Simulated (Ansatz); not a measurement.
Wanted: the native input for an Ansatz 0.2.0 run.

* Task: projected density of states
* Functional: PBEsol
* Potentials or basis: Ansatz PAW
* Cutoff: 420 eV (not typed: the program's choice for these potentials)
* k mesh: 6 × 6 × 6
* Occupations: fermi-dirac, width 0.05 eV
* Spin: no spin polarisation

Ti3S2:

```xyz
5
Lattice="2.7131 1.5664 3.2376 -2.7131 1.5664 3.2376 0.0000 -3.1328 3.2376" Properties=species:S:1:pos:R:3 pbc="T T T"
Ti   -0.9107   -1.5555    3.2376
Ti    1.8024   -0.0109    3.2376
Ti   -0.8918    1.5664    3.2376
S     0.0000    0.0000    1.6302
S     0.0000    0.0000    8.0827
```

The cell comes from a database or a generator and needn't be the stable form of this composition.

These files were run (other wordings do the same):

input.yaml

```yaml
crystal:
  lattice:
    - [2.7131139241, 1.5664170544, 3.2376184047]
    - [-2.7131139241, 1.5664170544, 3.2376184047]
    - [0.0, -3.1328341088, 3.2376184047]
  atoms:
    - { symbol: Ti, position: [0.0, 0.335655, 0.664345] }
    - { symbol: Ti, position: [0.664345, 0.0, 0.335655] }
    - { symbol: Ti, position: [0.335655, 0.664345, 0.0] }
    - { symbol: S, position: [0.167839, 0.167839, 0.167839] }
    - { symbol: S, position: [0.832161, 0.832161, 0.832161] }
hamiltonian:
  xc: pbesol
  pseudopotentials: { kind: paw }
kpoints:
  mp_grid: { grid: [6, 6, 6] }
scf:
  occupations: { method: fermi_dirac, width: 0.05 }
  n_extra_bands: 12
output:
  forces: true
  stress: true
  eigenvalues: true
  dos: { projected: true, de: 0.05, nscf_kmesh: { grid: [9, 9, 9] } }
```

Potentials or basis: Ansatz PAW.

Command:

```bash
$ ansatz run input.yaml --threads 2 --pin off --max-ram 5632MiB --backend cpu --events-out ev --progress --plain --runs-dir out
```

It gave:

- Pressure: -4.5 GPa
- Largest force: 0.044 eV/Å
- Band gap on the k mesh: none (metal or under the smearing width)
- Density of states at the Fermi level: 1.81 states/eV per cell

Caveat: the PAW data sets come from PBE, with cores solved anew for the run's functional, which leaves a small shift of forces and pressure; the density of states is complete only up to the lowest level of the last band computed.

Run time: 18 s on 2 threads of Arm Neoverse V1, on a shared host, peak memory 0.4 GiB.
